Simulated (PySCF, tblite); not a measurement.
# C2H9NSi3: geometry, infrared bands and NMR shifts

Wanted: the infrared bands and NMR shifts of C2H9NSi3 (`C[Si]([SiH3])([SiH3])C#N`), by calculation.

The runs use tblite 0.8.0 and PySCF 2.14.0, with density-fitted response routines of our own; the level of theory stands in each step. All values are computed, except where a source is named. Atoms count from 0, in the outputs and in this text.

## 1. Starting geometry

15 atoms, charge 0, multiplicity 1; geometry from: force field or distance geometry start.

Bonds of the start (Å): C0–Si1 1.84, Si1–Si2 2.28, Si1–Si3 2.28, Si1–C4 1.84, C4–N5 1.17, C0–H6 1.11, C0–H7 1.09, C0–H8 1.10, Si2–H9 1.49, Si2–H10 1.48, Si2–H11 1.50, Si3–H12 1.47, Si3–H13 1.49, Si3–H14 1.50.

## 2. Optimising the geometry with GFN2-xTB

Job settings and geometry (Å):

```
{"job": {"kind": "relax", "xc": "GFN2-xTB", "basis": "xTB"}, "charge": 0, "multiplicity": 1}
C      0.290700     1.834300    -0.545600
Si    -0.066600     0.035100    -0.411000
Si    -1.765100    -0.345300     1.060000
Si     1.744500    -1.051100     0.453400
C     -0.499300    -0.772100    -2.011500
N     -0.774800    -1.262300    -3.036800
H     -0.585200     2.381000    -0.939800
H      1.124800     2.035400    -1.219800
H      0.541000     2.277900     0.424600
H     -2.033400    -1.796100     1.230400
H     -1.438400     0.230800     2.383200
H     -3.020600     0.315500     0.581200
H      2.920900    -0.890500    -0.414500
H      1.471200    -2.507900     0.632600
H      2.085700    -0.476600     1.791500
```

Started as:

```sh
$ OMP_NUM_THREADS=1 python probes_run.py task.json out
```

The driver reads the jobs from task.json and runs them one after another.

**Question.** This job is followed by: GFN2-xTB harmonic vibrations, gas phase; GIAO PBE0/pcSseg-1 NMR shielding, non-relativistic, gas phase. Predict these results of the whole session: strongest single infrared mode (GFN2-xTB); zero-point energy (GFN2-xTB); 13C shifts against TMS (PBE0/pcSseg-1); 1H shifts against TMS (PBE0/pcSseg-1, means over atoms taken as alike); 29Si shifts against TMS (PBE0/pcSseg-1, means over atoms taken as alike); 15N shifts against NH3 (PBE0/pcSseg-1); surface potential, 1st and 99th percentile.

**Answer**, as computed:

```
                                                                quantity                  value
                               strongest single infrared mode (GFN2-xTB)  749 cm⁻¹, 1198 km/mol
                                            zero-point energy (GFN2-xTB)          58.3 kcal/mol
                                  13C shifts against TMS (PBE0/pcSseg-1)        126.1, -2.2 ppm
  1H shifts against TMS (PBE0/pcSseg-1, means over atoms taken as alike)         3.65, 0.58 ppm
29Si shifts against TMS (PBE0/pcSseg-1, means over atoms taken as alike)      -73.6, -108.5 ppm
                                  15N shifts against NH3 (PBE0/pcSseg-1)              368.8 ppm
                                   surface potential, 1st and 99th percentile     -1.76 V and 1.50 V
```

Over 63 steps the energy fell by 0.305 eV; of the close pairs, C0–Si1 changed most, 1.839 to 1.915 Å. All 39 modes are real, so the xTB geometry is a minimum. The strongest single mode, at 749 cm⁻¹, has its largest shares on H9, H13, H14 and H10 (the list is cut at 4 atoms). GFN2-xTB is a fitted tight-binding method: band positions and strengths are rough. Its intensities can rank the bands wrongly. At PBE0/pcSseg-1: Shielding is most anisotropic at N5 (span 582 ppm, paramagnetic term -440 ppm). At PBE0/pcSseg-1, counted by nearest atom on the grid, the HOMO lies on Si1 27 %; Si2, Si3 about 16 % each, the LUMO on Si1 22 %; Si2, Si3 about 12 % each.
